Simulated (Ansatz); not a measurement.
Ti3C2:

```xyz
10
Lattice="3.0666 0.0000 0.0000 -1.5333 2.6558 0.0000 0.0000 0.0000 15.1172" Properties=species:S:1:pos:R:3 pbc="T T T"
Ti    0.0000    0.0000    7.5586
Ti    0.0000    0.0000    0.0000
Ti    0.0000    1.7705    9.9187
Ti    1.5333    0.8853    2.3601
Ti    1.5333    0.8853    5.1985
Ti    0.0000    1.7705   12.7570
C     0.0000    1.7705    1.2985
C     1.5333    0.8853    8.8571
C     0.0000    1.7705    6.2601
C     1.5333    0.8853   13.8186
```

The cell comes from a database or a generator and needn't be the stable form of this composition.

A run of Ansatz 0.2.0 on this cell left the log below. Logs are shortened: lines on timing, memory, paths and dates and some standing lists are left out, and cuts for length are marked.

```text
Warning: RAYON_NUM_THREADS=4 ignored (pool sized by the plan → 4); use --threads N
scf.n_extra_bands = 25 over 44 filled bands (N_el = 88.0): the run solves 69 bands
Engine: ansatz 0.2.0, aarch64-unknown-linux-gnu
Pseudopotentials: kind: paw
Pseudopotential: Ti, paw, valence charge 12, recommended cutoff 420 eV (normal), Ti.paw.azcp
Pseudopotential: C, paw, valence charge 4, recommended cutoff 420 eV (normal), C.paw.azcp
Functional definition: PBEsol
  exchange = pbesol_x
  correlation = pbesol_c
Crystal: 10 atoms, lattice volume = 123.116 Å³
Basis set: ecut = 420 eV, 2379 PW (Γ), exchange–correlation on 48×48×216 points (8 copies of the dense FFT grid, shifted against one another)
[... 53 lines left out ...]
  atom   4  Ti    -0.00000000    -0.00000000    -0.32635449
  atom   5  Ti    -0.00000000    -0.00000000     0.32635449
  atom   6  Ti     0.00000000     0.00000000     0.32635449
  atom   7  C     -0.00000000     0.00000000    -0.00588692
  atom   8  C      0.00000000     0.00000000    -0.00588692
  atom   9  C      0.00000000     0.00000000     0.00588692
  atom  10  C      0.00000000    -0.00000000     0.00588692
  max |Σ_I F_I| component: 8.33e-17 eV/Å
--- Stress (GPa, compression-positive) ---
       -4.906362       0.000000      -0.000000
        0.000000      -4.906362       0.000000
       -0.000000       0.000000      -4.696583
  P = ⅓ Tr σ = -4.8364 GPa (-48.364 kbar)
--- Band table (eV; the first three rows and the last of 28) ---
  k-point 0: bands = ["-43.2530", "-43.2438", "-43.2266", "-43.2157", "-43.0608", "-43.0591", "-19.9780", "-19.8493", "-19.8291", "-19.6233", "-19.4220", "-19.4144", "-19.4144", "-19.4097", "-19.4097", "-19.3951", "-19.3951", "-19.3897", "-19.3897", "-19.3445", "-19.2433", "-19.2433", "-19.2426", "-19.2426", "1.3826", "1.4580", "2.8086", "2.9495", "7.4974", "7.8939", "9.7175", "10.4343", "10.4343", "10.4756", "10.4756", "10.6044", "11.3271", "11.5749", "11.5749", "11.6674", "11.6674", "11.7446", "13.6426", "13.7929", "13.7929", "13.9198", "13.9306", "13.9306", "14.6993", "14.6993", "14.8365", "14.8365", "15.0710", "15.0710", "15.1804", "15.1804", "15.8295", "15.8295", "16.1398", "16.1398", "16.8557", "16.8980", "17.2447", "17.4731", "18.2789", "18.2789", "18.6152", "18.6152", "20.1198"]
  k-point 1: bands = ["-43.2493", "-43.2493", "-43.2203", "-43.2203", "-43.0599", "-43.0599", "-19.9409", "-19.9409", "-19.7059", "-19.7059", "-19.4124", "-19.4124", "-19.4124", "-19.4124", "-19.3921", "-19.3921", "-19.3921", "-19.3921", "-19.3763", "-19.3763", "-19.2430", "-19.2430", "-19.2430", "-19.2430", "1.4188", "1.4188", "2.8799", "2.8799", "7.6757", "7.6757", "10.1155", "10.1155", "10.4542", "10.4542", "10.4542", "10.4542", "11.6032", "11.6032", "11.6213", "11.6213", "11.6213", "11.6213", "13.7781", "13.7781", "13.8537", "13.8537", "13.8537", "13.8537", "14.8227", "14.8227", "14.8227", "14.8227", "15.0558", "15.0558", "15.0558", "15.0558", "16.0053", "16.0053", "16.0053", "16.0053", "16.8657", "16.8657", "17.3665", "17.3665", "18.4421", "18.4421", "18.4421", "18.4421", "20.3453"]
  k-point 2: bands = ["-43.2477", "-43.2392", "-43.2212", "-43.2112", "-43.0569", "-43.0554", "-19.9646", "-19.8465", "-19.8167", "-19.6243", "-19.4729", "-19.4499", "-19.4331", "-19.4279", "-19.4247", "-19.4179", "-19.4054", "-19.3977", "-19.3970", "-19.3401", "-19.2757", "-19.2722", "-19.2494", "-19.2485", "1.5531", "1.6228", "2.8907", "3.0139", "7.7227", "8.1002", "9.4963", "10.1172", "10.4972", "10.5371", "10.5395", "10.8388", "10.8623", "11.2604", "11.5406", "11.6248", "11.6614", "11.8357", "13.5415", "13.6491", "13.6733", "13.9120", "13.9849", "14.0764", "14.3508", "14.5893", "14.7262", "14.9007", "14.9384", "14.9878", "15.2813", "15.3920", "15.8422", "15.8880", "16.0938", "16.1804", "17.2083", "17.2790", "17.4711", "17.5023", "18.2989", "18.3596", "18.5051", "18.6812", "20.1558"]
  k-point 27: bands = ["-43.1901", "-43.1901", "-43.1630", "-43.1630", "-43.0158", "-43.0158", "-19.8141", "-19.8141", "-19.7468", "-19.7468", "-19.7084", "-19.7084", "-19.6651", "-19.6651", "-19.6270", "-19.6270", "-19.6048", "-19.6048", "-19.4551", "-19.4551", "-19.4108", "-19.4108", "-19.3835", "-19.3835", "3.6202", "3.6202", "3.6808", "3.6808", "8.6637", "8.6637", "9.4414", "9.4414", "9.6820", "9.6820", "9.9273", "9.9273", "10.4877", "10.4877", "10.6728", "10.6728", "12.4707", "12.4707", "12.9833", "12.9833", "13.9343", "13.9343", "14.1036", "14.1036", "14.6457", "14.6457", "15.8055", "15.8055", "15.9806", "15.9806", "16.2326", "16.2326", "16.4848", "16.4848", "16.5955", "16.5955", "17.3768", "17.3768", "18.1920", "18.1920", "18.3459", "18.3459", "18.6543", "18.6543", "19.2652"]
```

Question: What input gives this log?

Answer: Band structure with PBEsol, no spin polarisation. The files as run (others can give the same):

input.yaml
```yaml
crystal:
  lattice:
    - [3.0666049652, 0.0, 0.0]
    - [-1.5333024826, 2.6557578032, 0.0]
    - [0.0, 0.0, 15.11715007]
  atoms:
    - { symbol: Ti, position: [0.0, 0.0, 0.5] }
    - { symbol: Ti, position: [0.0, 0.0, 0.0] }
    - { symbol: Ti, position: [0.3333333333, 0.6666666667, 0.65612229] }
    - { symbol: Ti, position: [0.6666666667, 0.3333333333, 0.15612229] }
    - { symbol: Ti, position: [0.6666666667, 0.3333333333, 0.34387771] }
    - { symbol: Ti, position: [0.3333333333, 0.6666666667, 0.84387771] }
    - { symbol: C, position: [0.3333333333, 0.6666666667, 0.08589624] }
    - { symbol: C, position: [0.6666666667, 0.3333333333, 0.58589624] }
    - { symbol: C, position: [0.3333333333, 0.6666666667, 0.41410376] }
    - { symbol: C, position: [0.6666666667, 0.3333333333, 0.91410376] }
hamiltonian:
  xc: pbesol
  pseudopotentials: { kind: paw }
kpoints:
  mp_grid: { grid: [10, 10, 2] }
  band_path:
    path:
      - [[0.0, 0.0, 0.0], [0.5, 0.0, 0.0], [0.3333333333, 0.3333333333, 0.0], [0.0, 0.0, 0.0], [0.0, 0.0, 0.5], [0.5, 0.0, 0.5], [0.3333333333, 0.3333333333, 0.5], [0.0, 0.0, 0.5]]
      - [[0.5, 0.0, 0.5], [0.5, 0.0, 0.0]]
      - [[0.3333333333, 0.3333333333, 0.0], [0.3333333333, 0.3333333333, 0.5]]
    npoints: 10
scf:
  occupations: { method: fermi_dirac, width: 0.05 }
  n_extra_bands: 25
output:
  forces: true
  stress: true
  eigenvalues: true
  fatbands: true
```

Potentials or basis: Ansatz PAW.
Launch:
```console
$ ansatz run input.yaml --threads 4 --pin off --max-ram 11264MiB --backend cpu --events-out ev --progress --plain --runs-dir out
```

Caveat: the PAW data sets come from PBE, with cores solved anew for the run's functional, which leaves a small shift of forces and pressure.
